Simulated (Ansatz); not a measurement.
# Bi started on a Pb site and a Cs vacancy in perovskite CsPbBr3, 39 atoms, charge 0

Aim: let the atoms about the defect relax, then find its formation energy and its levels in the gap by PBEsol, HSE06 and r²SCAN.

Program: Ansatz 0.2.0, PAW, plane waves. These are calculated values, not measurements.

### Step 1. The starting cell

39 atoms (7 Cs, 1 Bi, 7 Pb, 24 Br); a = 11.763 Å, b = 11.763 Å, c = 11.763 Å, α = 90.00°, β = 90.00°, γ = 90.00°. All atoms were shaken off their sites by about 0.02 Å along each axis. Defect site 1: (0.250, 0.250, 0.250). Defect site 2: (0.000, 0.000, 0.000).

The runs, in order: (2) PBEsol relaxation at the single k point (¼, ¼, ¼), on 1 × NVIDIA GB300 Max-Q with 8 threads of Arm Neoverse-V2; (3) HSE06 single point at the single k point (¼, ¼, ¼), on 1 × NVIDIA GB300 Max-Q with 8 threads of Arm Neoverse-V2; (4) r²SCAN single point at the single k point (¼, ¼, ¼), on 1 × NVIDIA GB300 Max-Q with 8 threads of Arm Neoverse-V2.

### Step 2. PBEsol relaxation in the fixed cell

File in.yaml:

```yaml
crystal:
  lattice:
    - [11.763330, 0.000000, 0.000000]
    - [0.000000, 11.763330, 0.000000]
    - [0.000000, 0.000000, 11.763330]
  atoms:
    - { symbol: Cs, position: [0.003771, 0.999649, 0.496015] }
    - { symbol: Cs, position: [0.999096, 0.498791, 0.001407] }
    - { symbol: Cs, position: [0.000156, 0.502780, 0.501363] }
    - { symbol: Cs, position: [0.497392, 0.999012, 0.003139] }
    - { symbol: Cs, position: [0.499137, 0.000964, 0.499985] }
    - { symbol: Cs, position: [0.499917, 0.499147, 0.998349] }
    - { symbol: Cs, position: [0.500461, 0.501400, 0.502295] }
    - { symbol: Bi, position: [0.250166, 0.248575, 0.251534] }
    - { symbol: Pb, position: [0.249337, 0.251342, 0.751871] }
    - { symbol: Pb, position: [0.252839, 0.751387, 0.248718] }
    - { symbol: Pb, position: [0.249727, 0.753806, 0.747083] }
    - { symbol: Pb, position: [0.749108, 0.249465, 0.250620] }
    - { symbol: Pb, position: [0.751821, 0.249836, 0.750400] }
    - { symbol: Pb, position: [0.747270, 0.750626, 0.251957] }
    - { symbol: Pb, position: [0.749020, 0.747228, 0.748601] }
    - { symbol: Br, position: [0.249048, 0.247283, 0.002338] }
    - { symbol: Br, position: [0.250461, 0.247355, 0.502790] }
    - { symbol: Br, position: [0.252248, 0.748538, 0.999457] }
    - { symbol: Br, position: [0.251259, 0.751481, 0.498820] }
    - { symbol: Br, position: [0.747559, 0.247974, 0.999090] }
    - { symbol: Br, position: [0.749121, 0.247954, 0.500935] }
    - { symbol: Br, position: [0.748343, 0.748701, 0.997906] }
    - { symbol: Br, position: [0.747286, 0.752227, 0.504727] }
    - { symbol: Br, position: [0.998184, 0.249213, 0.250688] }
    - { symbol: Br, position: [0.999470, 0.253185, 0.750004] }
    - { symbol: Br, position: [0.998928, 0.750302, 0.249557] }
    - { symbol: Br, position: [0.999185, 0.750401, 0.748175] }
    - { symbol: Br, position: [0.498231, 0.245988, 0.249064] }
    - { symbol: Br, position: [0.502251, 0.250556, 0.753195] }
    - { symbol: Br, position: [0.500777, 0.750816, 0.248494] }
    - { symbol: Br, position: [0.500176, 0.753081, 0.750953] }
    - { symbol: Br, position: [0.251219, 0.001507, 0.252204] }
    - { symbol: Br, position: [0.248646, 0.999306, 0.750943] }
    - { symbol: Br, position: [0.245599, 0.499834, 0.251885] }
    - { symbol: Br, position: [0.249061, 0.496975, 0.751968] }
    - { symbol: Br, position: [0.749333, 0.000098, 0.250279] }
    - { symbol: Br, position: [0.749401, 0.000705, 0.748505] }
    - { symbol: Br, position: [0.751681, 0.502330, 0.249456] }
    - { symbol: Br, position: [0.748833, 0.500355, 0.751788] }
  symmetry: { detect: false }
kpoints:
  mp_grid: { grid: [1, 1, 1], shift: [0.25, 0.25, 0.25] }
hamiltonian:
  xc: pbesol
scf:
  occupations: { method: fermi_dirac, width: 0.01 }
relax:
  f_tol: 0.03
  max_steps: 80
  escape_saddle: false
  adjacent_minimum: "off"
output:
  forces: true
  eigenvalues: true
  populations: true
```

Started as:

```bash
$ ansatz run in.yaml --threads 8 --pin off --max-ram 118750MiB --runs-dir r --events-out ev --progress --plain --backend cuda --devices 0,
```

After this run come: Single point with HSE06; Single point with r²SCAN.

Q: Predict the outcome of this session. Wanted: for each run, formation energy; host gap; top filled to lowest empty.

**Answer**, as computed:

```
             level         time  formation energy (eV)  host gap (eV)  top filled to lowest empty (eV)
PBEsol, relaxation   11 s (GPU)                   3.54           1.37                             2.54
             HSE06   24 s (GPU)                   3.87           2.22                             3.30
            r²SCAN  6.7 s (GPU)                   4.20           1.90                             2.86
```

```
     quantity                             value
   relaxation  8 recorded steps, 0.62 eV gained
largest shift                      0.47 Å (Cs4)
```

**Reading.** Relaxation gains 0.62 eV, with shifts up to 0.47 Å (Cs4). The formation energy goes from 3.54 eV (PBEsol) to 4.20 eV (r²SCAN). The reservoirs are the elements' reference phases; where the defect changes the composition, the value depends on that choice. r²SCAN shows no level inside the gap that the count of atoms sharing it marks as tightly localised. Exact exchange costs time: HSE06 ran about 3.6 times as long as r²SCAN on the same kind of device. No spin–orbit coupling is included; with elements this heavy it would shift the edges. The host's edges were read at Γ, so band-like levels at this k point need not coincide with them. One k point and a cell of this size can leave errors of several tenths of an eV.
